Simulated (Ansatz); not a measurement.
**LaAl2BRu2: a short molecular-dynamics run**

Aim: set LaAl2BRu2 (a randomly packed cell, 6 atoms, not relaxed) in motion for 20 steps of 1 fs at constant energy, with velocities drawn for 600 K, and see how temperature, energy and positions respond.

Program: Ansatz 0.2.0. Level of theory: DFT PBE, plane waves, PAW, scalar-relativistic, no spin polarisation. These are calculated values, not measurements.

### 1 Starting point

The cell holds 6 atoms (Al2BLaRu2): a = 5.231 Å, b = 4.153 Å, c = 5.463 Å, α = 72.74°, β = 88.59°, γ = 91.51°.

Coordinates:

```cif
data_structure
_symmetry_space_group_name_H-M 'P 1'
_symmetry_Int_Tables_number 1
_cell_length_a 5.2311
_cell_length_b 4.1532
_cell_length_c 5.4633
_cell_angle_alpha 72.742
_cell_angle_beta 88.592
_cell_angle_gamma 91.511
_cell_volume 113.24
loop_
_atom_site_label
_atom_site_type_symbol
_atom_site_fract_x
_atom_site_fract_y
_atom_site_fract_z
_atom_site_occupancy
La1 La 0.13394 0.96229 0.54041 1
B1 B 0.22819 0.26559 0.02998 1
Al1 Al 0.42680 0.58300 0.25578 1
Al2 Al 0.67039 0.13002 0.18044 1
Ru1 Ru 0.95622 0.66633 0.11136 1
Ru2 Ru 0.63621 0.25843 0.69125 1
```

### 2 The run

Input file input.yaml:

```yaml
crystal:
  lattice:
    - [5.224587, 0.258037, -0.034666]
    - [-0.297469, 3.963859, 1.203429]
    - [0.168037, 0.053056, 5.460434]
  atoms:
    - { symbol: La, position: [0.133937, 0.962291, 0.540412] }
    - { symbol: B, position: [0.228189, 0.265592, 0.029983] }
    - { symbol: Al, position: [0.426804, 0.583002, 0.25578] }
    - { symbol: Al, position: [0.670389, 0.130018, 0.180435] }
    - { symbol: Ru, position: [0.956219, 0.666332, 0.11136] }
    - { symbol: Ru, position: [0.636208, 0.258432, 0.691253] }
kpoints:
  mp_grid: { grid: [3, 4, 3] }
magnetization:
  spin_polarized: false
scf:
  occupations: { method: fermi_dirac, width: 0.05 }
hamiltonian:
  pseudopotentials: { kind: paw }
  xc: pbe
basis:
  ecutwfc: 420
md:
  timestep: 1.0
  n_steps: 20
  ensemble: nve
  temperature: 600.0
  initial_velocities: maxwell_boltzmann
  seed: 962284
```

The run is started by

```
$ ansatz run input.yaml --threads 2 --pin off --max-ram 2560MiB --backend cpu --events-out ev --progress --plain --runs-dir out
```

The log of the run, shortened:

```text
Warning: md: disabling space-group detection — thermal motion breaks the input geometry's symmetry, so no spatial operation reduces the k-mesh or symmetrises the density; time reversal is kept, so that k and −k are solved as one point where they differ and the mesh holds both, and exact [...]
Warning: RAYON_NUM_THREADS=2 ignored (pool sized by the plan → 2); use --threads N
[...]
Pseudopotentials: kind: paw
Pseudopotential: La, paw, valence charge 11, recommended cutoff 420 eV (normal), La.paw.azcp
Pseudopotential: B, paw, valence charge 3, recommended cutoff 420 eV (normal), B.paw.azcp
Pseudopotential: Al, paw, valence charge 3, recommended cutoff 420 eV (normal), Al.paw.azcp
Pseudopotential: Ru, paw, valence charge 16, recommended cutoff 420 eV (normal), Ru.paw.azcp
Functional definition: PBE
[...]
Crystal: 6 atoms, lattice volume = 113.244 Å³
Basis set: ecut = 420 eV, 2203 PW (Γ), exchange–correlation on 72×60×80 points (8 copies of the dense FFT grid, shifted against one another)
Bands: 32, of which v1, the nominal top of the filled ones, is band 26 counted from 1 (25 counted from 0)
Symmetry: 1 space group operations
k-points: 19 of 36 (time reversal used)
[...]
SCF iter   1: F=—  HF=-19236.328039 eV  |F-HF|=—  |Δ(HF+E_count)|=         —  Δρ=7.79e-3  dr2=3.76e-2  ethr=1.77e-3  ⟨swp⟩=5.6  Hψ=2587  notcnv=0
[...]
md step     0: t =     0.00 fs  T =   600.0 K  F+E_penalty+E_count = -19236.32305923 eV  E_kin = 0.387780 eV  conserved = -19235.93527923 eV  (9 SCF iters)
[...]
md step     4: t =     4.00 fs  T =   581.6 K  F+E_penalty+E_count = -19236.31110629 eV  E_kin = 0.375857 eV  conserved = -19235.93524888 eV  (7 SCF iters)
[...]
md step     5: t =     5.00 fs  T =   578.4 K  F+E_penalty+E_count = -19236.30906147 eV  E_kin = 0.373823 eV  conserved = -19235.93523841 eV  (2 SCF iters)
SCF iter   1: F=—  HF=-19236.307698 eV  |F-HF|=—  |Δ(HF+E_count)|=         —  Δρ=6.49e-6  dr2=6.77e-8  ethr=3.54e-10  ⟨swp⟩=3.0  Hψ=960  notcnv=0
```

### 3 The output, continued

The log, continued, shortened:

```text
[...]
SCF iter   2: F=—  HF=-19236.307698 eV  |F-HF|=—  |Δ(HF+E_count)|=   6.44e-9  Δρ=3.58e-6  dr2=2.05e-8  ethr=1.30e-10  ⟨swp⟩=1.0  Hψ=760  notcnv=0
[...]
md step     6: t =     6.00 fs  T =   576.3 K  F+E_penalty+E_count = -19236.30769820 eV  E_kin = 0.372471 eV  conserved = -19235.93522724 eV  (3 SCF iters)
[...]
md step     9: t =     9.00 fs  T =   579.1 K  F+E_penalty+E_count = -19236.30947380 eV  E_kin = 0.374281 eV  conserved = -19235.93519277 eV  (3 SCF iters)
[...]
md step    12: t =    12.00 fs  T =   601.3 K  F+E_penalty+E_count = -19236.32376342 eV  E_kin = 0.388600 eV  conserved = -19235.93516369 eV  (2 SCF iters)
[...]
md step    15: t =    15.00 fs  T =   649.0 K  F+E_penalty+E_count = -19236.35458284 eV  E_kin = 0.419435 eV  conserved = -19235.93514772 eV  (2 SCF iters)
[...]
md step    20: t =    20.00 fs  T =   792.9 K  F+E_penalty+E_count = -19236.44759270 eV  E_kin = 0.512432 eV  conserved = -19235.93516077 eV  (7 SCF iters)
SCF converged after 7 iterations
Free energy (F): -19236.447593 eV
[...]
E sigma→0 (E₀):  -19236.427316 eV
Entropy (-TS):   -0.040554 eV (-6.759 meV/atom)
Fermi energy:    11.147885 eV
[...]
--- Forces (eV/Å), atoms counted from 1 ---
  atom   1  La    -0.39691614    -1.11396528     2.34271199
  atom   2  B     -0.20798311    -0.38789972    -0.59081245
  atom   3  Al     0.42238277    -0.18427179    -0.95985689
  atom   4  Al     0.50805408     1.37281416    -0.01932238
  atom   5  Ru    -0.01929712    -0.51392806    -0.54009543
  atom   6  Ru    -0.30623707     0.82726024    -0.23261396
[...]
--- MD trajectory: 20 steps, t = 0.0 → 20.0 fs ---
  final state: T = 792.9 K   F+E_penalty+E_count = -19236.44759270 eV   E_kin = 0.512432 eV
  conserved energy: peak-to-peak 1.332e-4 eV (2.219e-5 eV/atom) over 20.0 fs
```

Wall time 89 s (2 threads of Arm Neoverse N1, shared host); peak memory 0.49 GiB.

### 4 Frames and traces

The trajectory, step by step (energies from step 0); msd is the mean square displacement from the start, the centre of mass held:

| time (fs) | T (K) | potential energy change (meV/atom) | total energy change (meV/atom) | msd B (Å²) | msd Al (Å²) | msd La (Å²) | msd Ru (Å²) |
| --- | --- | --- | --- | --- | --- | --- | --- |
| 0.0 | 600 | 0.0 | 0.00 | 0.000 | 0.000 | 0.000 | 0.000 |
| 1.0 | 595 | 0.5 | 0.00 | 0.000 | 0.000 | 0.000 | 0.000 |
| 2.0 | 590 | 1.1 | 0.00 | 0.000 | 0.000 | 0.000 | 0.000 |
| 3.0 | 586 | 1.6 | 0.00 | 0.001 | 0.000 | 0.000 | 0.000 |
| 4.0 | 582 | 2.0 | 0.01 | 0.001 | 0.001 | 0.000 | 0.000 |
| 5.0 | 578 | 2.3 | 0.01 | 0.002 | 0.001 | 0.000 | 0.000 |
| 6.0 | 576 | 2.6 | 0.01 | 0.002 | 0.002 | 0.000 | 0.000 |
| 7.0 | 576 | 2.6 | 0.01 | 0.003 | 0.003 | 0.001 | 0.000 |
| 8.0 | 576 | 2.6 | 0.01 | 0.004 | 0.003 | 0.001 | 0.001 |
| 9.0 | 579 | 2.3 | 0.01 | 0.005 | 0.004 | 0.001 | 0.001 |
| 10.0 | 584 | 1.7 | 0.02 | 0.006 | 0.005 | 0.001 | 0.001 |
| 11.0 | 591 | 1.0 | 0.02 | 0.007 | 0.006 | 0.002 | 0.001 |
| 12.0 | 601 | -0.1 | 0.02 | 0.008 | 0.007 | 0.002 | 0.001 |
| 13.0 | 614 | -1.5 | 0.02 | 0.009 | 0.008 | 0.003 | 0.002 |
| 14.0 | 630 | -3.2 | 0.02 | 0.010 | 0.009 | 0.003 | 0.002 |
| 15.0 | 649 | -5.3 | 0.02 | 0.011 | 0.010 | 0.004 | 0.002 |
| 16.0 | 671 | -7.7 | 0.02 | 0.012 | 0.012 | 0.004 | 0.002 |
| 17.0 | 697 | -10.4 | 0.02 | 0.013 | 0.013 | 0.005 | 0.003 |
| 18.0 | 726 | -13.5 | 0.02 | 0.014 | 0.014 | 0.005 | 0.003 |
| 19.0 | 758 | -17.0 | 0.02 | 0.016 | 0.016 | 0.006 | 0.003 |
| 20.0 | 793 | -20.8 | 0.02 | 0.017 | 0.017 | 0.007 | 0.004 |

time (fs), T (K) and a bar:
```
      0.0        600 ###
      1.0        595 ###
      2.0        590 ##
      3.0        586 #
      4.0        582 #
      5.0        578 
      6.0        576 
      7.0        576 
      8.0        576 
      9.0        579 
     10.0        584 #
     11.0        591 ##
     12.0        601 ####
     13.0        614 #####
     14.0        630 ########
     15.0        649 ##########
     16.0        671 #############
     17.0        697 #################
     18.0        726 #####################
     19.0        758 #########################
     20.0        793 ##############################
```

### 5 Snapshots as a file

Positions (Å) and forces (eV/Å):

```xyz
6
Lattice="5.225 0.258 -0.035 -0.297 3.964 1.203 0.168 0.053 5.460" Properties=species:S:1:pos:R:3:forces:R:3 pbc="T T T" time_fs=2.0 T=590 dE=0.0065
La    0.507    3.883    4.108   -0.625   -0.995    2.449
B     1.123    1.106    0.490   -0.106   -0.150   -0.404
Al    2.089    2.438    2.080    0.072    0.327   -0.862
Al    3.493    0.681    1.123    0.801    0.413   -0.404
Ru    4.816    2.893    1.377    0.240   -0.435   -0.444
Ru    3.363    1.223    4.056   -0.381    0.841   -0.336
6
Lattice="5.225 0.258 -0.035 -0.297 3.964 1.203 0.168 0.053 5.460" Properties=species:S:1:pos:R:3:forces:R:3 pbc="T T T" time_fs=5.0 T=578 dE=0.0140
La    0.510    3.892    4.115   -0.629   -1.038    2.509
B     1.129    1.093    0.510   -0.138   -0.191   -0.488
Al    2.074    2.445    2.073    0.166    0.163   -0.923
Al    3.494    0.657    1.130    0.756    0.707   -0.322
Ru    4.815    2.890    1.378    0.205   -0.481   -0.464
Ru    3.363    1.220    4.043   -0.360    0.842   -0.312
6
Lattice="5.225 0.258 -0.035 -0.297 3.964 1.203 0.168 0.053 5.460" Properties=species:S:1:pos:R:3:forces:R:3 pbc="T T T" time_fs=8.0 T=576 dE=0.0153
La    0.512    3.899    4.123   -0.616   -1.073    2.542
B     1.133    1.079    0.525   -0.165   -0.235   -0.558
Al    2.060    2.452    2.063    0.243    0.021   -0.966
Al    3.498    0.635    1.135    0.712    0.963   -0.241
Ru    4.814    2.888    1.378    0.168   -0.517   -0.485
Ru    3.363    1.218    4.031   -0.342    0.841   -0.292
6
Lattice="5.225 0.258 -0.035 -0.297 3.964 1.203 0.168 0.053 5.460" Properties=species:S:1:pos:R:3:forces:R:3 pbc="T T T" time_fs=10.0 T=584 dE=0.0104
La    0.514    3.904    4.130   -0.597   -1.091    2.547
B     1.136    1.069    0.533   -0.179   -0.265   -0.594
Al    2.050    2.456    2.055    0.285   -0.056   -0.984
Al    3.501    0.622    1.138    0.682    1.105   -0.191
Ru    4.813    2.886    1.378    0.142   -0.534   -0.498
Ru    3.363    1.217    4.023   -0.333    0.840   -0.280
6
Lattice="5.225 0.258 -0.035 -0.297 3.964 1.203 0.168 0.053 5.460" Properties=species:S:1:pos:R:3:forces:R:3 pbc="T T T" time_fs=12.0 T=601 dE=-0.0007
La    0.515    3.908    4.137   -0.571   -1.104    2.537
B     1.138    1.057    0.539   -0.190   -0.294   -0.619
Al    2.042    2.461    2.045    0.321   -0.116   -0.994
Al    3.506    0.610    1.141    0.652    1.220   -0.145
Ru    4.813    2.883    1.378    0.113   -0.545   -0.511
Ru    3.362    1.216    4.014   -0.325    0.839   -0.269
6
Lattice="5.225 0.258 -0.035 -0.297 3.964 1.203 0.168 0.053 5.460" Properties=species:S:1:pos:R:3:forces:R:3 pbc="T T T" time_fs=15.0 T=649 dE=-0.0315
La    0.517    3.914    4.149   -0.517   -1.116    2.494
B     1.139    1.038    0.544   -0.202   -0.335   -0.633
Al    2.029    2.467    2.027    0.365   -0.173   -0.995
Al    3.514    0.596    1.145    0.603    1.337   -0.085
Ru    4.812    2.880    1.377    0.067   -0.549   -0.527
Ru    3.361    1.215    4.001   -0.315    0.836   -0.254
6
Lattice="5.225 0.258 -0.035 -0.297 3.964 1.203 0.168 0.053 5.460" Properties=species:S:1:pos:R:3:forces:R:3 pbc="T T T" time_fs=18.0 T=726 dE=-0.0811
La    0.518    3.920    4.163   -0.449   -1.118    2.415
B     1.139    1.016    0.543   -0.208   -0.370   -0.618
Al    2.018    2.473    2.007    0.401   -0.191   -0.979
Al    3.525    0.587    1.149    0.548    1.383   -0.040
Ru    4.812    2.875    1.376    0.016   -0.535   -0.537
Ru    3.360    1.216    3.988   -0.309    0.832   -0.241
6
Lattice="5.225 0.258 -0.035 -0.297 3.964 1.203 0.168 0.053 5.460" Properties=species:S:1:pos:R:3:forces:R:3 pbc="T T T" time_fs=20.0 T=793 dE=-0.1245
La    0.519    3.923    4.173   -0.397   -1.114    2.343
B     1.138    1.000    0.540   -0.208   -0.388   -0.591
Al    2.011    2.477    1.991    0.422   -0.184   -0.960
Al    3.533    0.583    1.151    0.508    1.373   -0.019
Ru    4.811    2.872    1.375   -0.019   -0.514   -0.540
Ru    3.359    1.216    3.979   -0.306    0.827   -0.233
```

### 6 Results

| quantity | value |
| --- | --- |
| length | 20 steps of 1 fs |
| temperature, first and last step | 600 and 793 K |
| temperature, second half | mean 665 K, from 584 to 793 K |
| potential energy, second half | -7 meV/atom from the start |
| largest change of the total energy | 0.02 meV/atom |
| mean square displacement, second half | B 0.011, Al 0.011, La 0.004, Ru 0.002 Å² |

**Reading.** The temperature starts at 600 K and averages 665 K in the second half, where it still rises, from 584 to 793 K; the start was no minimum (force components up to 2.4 eV/Å), and the potential energy that it sheds (7 meV/atom) turns into motion. The total energy strays from its start by at most 0.02 meV/atom, under 0.1 % of the mean kinetic energy, which is good for a step of 1 fs. Over the second half B atoms stand 0.1 Å (root mean square) from where they began, and the farthest move is 0.1 Å. 20 fs on 6 atoms is far too short and small for converged averages.
